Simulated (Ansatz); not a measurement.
**C6H16Cl2HfN2: small, medium and large basis sets**

An exercise on one series of results from a longer session: the logs are not shown, and one member is left open.

Program: Ansatz 0.2.0, Gaussian basis. Level of theory: one geometry, several basis sets. These are calculated values, not measurements.

The runs, in order: PBE0-D4/def2-SVP; ωB97M-V/def2-SVP; PBE0-D4/def2-QZVPP; ωB97M-V/def2-QZVPP; the functionals' def2-TZVPP values are taken from earlier runs.

**The relaxed structure**

All runs share one geometry, relaxed beforehand with PBE0-D4 in a triple-zeta def2 set. Hf takes the def2 core potential; no spin-orbit term is included.

SMILES `CC[N](CC)[Hf]([Cl])([Cl])[N](C)C`, 27 atoms, charge 0, spin multiplicity 1.

Atoms are counted from 1 here; the program's logs count them from 0.

Bond lengths: C1–C2 1.521 Å, C1–H12 1.093 Å, C1–H13 1.093 Å, C1–H14 1.092 Å, C2–N3 1.458 Å, C2–H15 1.100 Å, C2–H16 1.095 Å, N3–C4 1.449 Å, N3–Hf6 2.017 Å, C4–C5 1.516 Å, C4–H17 1.099 Å, C4–H18 1.100 Å, C5–H19 1.091 Å, C5–H20 1.096 Å, C5–H21 1.092 Å, Hf6–Cl7 2.375 Å, Hf6–Cl8 2.380 Å, Hf6–N9 2.006 Å and more. Angles: C2–C1–H12 110.2°, C2–C1–H13 110.6°, C2–C1–H14 112.0°, H12–C1–H13 108.1°, H12–C1–H14 107.5°, H13–C1–H14 108.2°, C1–C2–N3 114.3°, C1–C2–H15 109.7°, C1–C2–H16 108.6°, N3–C2–H15 109.0°, N3–C2–H16 108.9°, H15–C2–H16 105.9°, C2–N3–C4 113.3°, C2–N3–Hf6 119.3°, C4–N3–Hf6 127.3°, N3–C4–C5 112.9°, N3–C4–H17 110.2°, N3–C4–H18 109.2° and more.

The first run:

Contents of in.yaml:

```yaml
crystal:
  periodic: [false, false, false]
  atoms:
    - {symbol: C, position_ang: [1.326324, 2.588841, -0.716457]}
    - {symbol: C, position_ang: [0.277933, 2.404335, 0.370284]}
    - {symbol: N, position_ang: [-0.512382, 1.185376, 0.241044]}
    - {symbol: C, position_ang: [-1.421900, 1.207726, -0.886879]}
    - {symbol: C, position_ang: [-2.336871, 0.000283, -0.930389]}
    - {symbol: Hf, position_ang: [-0.228211, -0.320854, 1.552712]}
    - {symbol: Cl, position_ang: [1.294896, 0.302209, 3.265557]}
    - {symbol: Cl, position_ang: [-2.212485, -1.229200, 2.503295]}
    - {symbol: N, position_ang: [0.649408, -1.773836, 0.483899]}
    - {symbol: C, position_ang: [1.048523, -1.863767, -0.895996]}
    - {symbol: C, position_ang: [0.955370, -2.970536, 1.239133]}
    - {symbol: H, position_ang: [1.900058, 3.500921, -0.535695]}
    - {symbol: H, position_ang: [2.022484, 1.746298, -0.726631]}
    - {symbol: H, position_ang: [0.877650, 2.673279, -1.708127]}
    - {symbol: H, position_ang: [-0.399185, 3.270985, 0.383638]}
    - {symbol: H, position_ang: [0.780454, 2.400179, 1.343662]}
    - {symbol: H, position_ang: [-0.856906, 1.260752, -1.827884]}
    - {symbol: H, position_ang: [-2.030471, 2.123619, -0.843931]}
    - {symbol: H, position_ang: [-2.967381, 0.035415, -1.820650]}
    - {symbol: H, position_ang: [-1.769534, -0.935982, -0.975345]}
    - {symbol: H, position_ang: [-2.991114, -0.039458, -0.057009]}
    - {symbol: H, position_ang: [2.129858, -2.036943, -0.987976]}
    - {symbol: H, position_ang: [0.811702, -0.939240, -1.425155]}
    - {symbol: H, position_ang: [0.540242, -2.692944, -1.409003]}
    - {symbol: H, position_ang: [2.033521, -3.178748, 1.244406]}
    - {symbol: H, position_ang: [0.642594, -2.870230, 2.286437]}
    - {symbol: H, position_ang: [0.435402, -3.848500, 0.833059]}
basis:
  gaussian: {orbitals: def2-SVP}
hamiltonian: {xc: pbe0, dispersion: d4}
output: {orbitals: {seedname: orbitals}}
```

On the command line:

```
$ ansatz run in.yaml --threads 11 --pin off --events-out ev --progress --plain --max-ram 120832MiB --backend cpu
```

Steps of the session up to this table: PBE0-D4 in def2-SVP; ωB97M-V in def2-SVP; PBE0-D4 in def2-QZVPP; ωB97M-V in def2-QZVPP.

One table of the session follows, with a row left open; its other results are not shown here.

It belongs to the step «Density functionals: the series». 

| functional | basis | HOMO (eV) |
| --- | --- | --- |
| PBE0-D4 | def2-SVP | -6.69 |
| PBE0-D4 | def2-TZVPP | -6.72 |
| PBE0-D4 | def2-QZVPP | ? |
| ωB97M-V | def2-SVP | -8.93 |
| ωB97M-V | def2-TZVPP | -8.98 |
| ωB97M-V | def2-QZVPP | -9.00 |

Q: Estimate the row for PBE0-D4, def2-QZVPP from the others.

**Answer.** HOMO (eV): -6.75. In the column «HOMO (eV)» it lies between ωB97M-V, def2-SVP (-8.93) and PBE0-D4, def2-TZVPP (-6.72).
